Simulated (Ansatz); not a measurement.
CH4OTe, SMILES OC[TeH], a rigid scan of one bond length

With the Ansatz DFT code, driven from Python.

Typed at the interpreter:
```pycon
>>> import ansatz as az
>>> import numpy as np
>>> geometry_ang = [
...     ("O", [-1.2632, 0.5427, -0.6234]),
...     ("C", [-0.223, 0.305, 0.1912]),
...     ("Te", [1.2241, -0.8135, -0.9031]),
...     ("H", [-1.6706, -0.2744, -0.8258]),
...     ("H", [-0.545, -0.2715, 1.07]),
...     ("H", [0.2356, 1.2782, 0.5262]),
...     ("H", [2.3034, -0.8345, 0.5192]),
... ]
>>> system = az.Crystal.molecule()
>>> for symbol, xyz in geometry_ang:
...     system = system.atom(symbol, xyz)
...
>>> symbols = [site.symbol for site in system.cartesian_sites]
>>> start = np.array([site.position_ang for site in system.cartesian_sites])
>>> axis = (start[2] - start[1]) / np.linalg.norm(start[2] - start[1])
>>> moving = [2, 6]
>>> lengths, energies = [1.81, 1.96, 2.13, 2.34, 2.66, 3.2, 3.84, 4.69], []
>>> for length in lengths:
...     xyz = start.copy()
...     xyz[moving] += (length - np.linalg.norm(start[2] - start[1])) * axis
...     point = az.Crystal.molecule()
...     for symbol, place in zip(symbols, xyz):
...         point = point.atom(symbol, place.tolist())
...     job = point.calculation().basis(gaussian="def2-SVP").functional("cam_b3lyp").spin("collinear")
...     report = job.run().report
...     energies.append(report["free_energy_ev"])
...     print(f"r = {length:6.3f} A  E = {energies[-1]:.5f} eV  <S^2> = {abs(report['mean_field']['state']['spin_squared']):.3f}")
...
r =  1.810 A  E = -10435.64731 eV  <S^2> = 0.000
r =  1.960 A  E = -10436.85238 eV  <S^2> = 0.000
r =  2.130 A  E = -10437.34543 eV  <S^2> = 0.000
r =  2.340 A  E = -10437.32445 eV  <S^2> = 0.000
r =  2.660 A  E = -10436.77943 eV  <S^2> = 0.000
r =  3.200 A  E = -10435.83054 eV  <S^2> = 0.534
r =  3.840 A  E = -10435.42452 eV  <S^2> = 0.885
r =  4.690 A  E = -10435.27970 eV  <S^2> = 0.991
>>> print("energy above the lowest point (eV):", [round(e - min(energies), 3) for e in energies])
energy above the lowest point (eV): [1.698, 0.493, 0.0, 0.021, 0.566, 1.515, 1.921, 2.066]
```

Notes:
- Total energies depend on the basis set; only differences at equal settings carry meaning.
- The rest of the molecule is held rigid at a force-field or estimated start geometry, and the basis set is modest; single-reference methods fail as a bond breaks.
- def2 sets replace the cores of elements past krypton by effective core potentials.
- The expectation value of S² is noticeably off S(S+1) in at least one run, so that state is spin-contaminated.
- Timing: 52 s on 1 thread of Arm Neoverse V2, with other jobs on the host, peak memory 0.3 GiB.
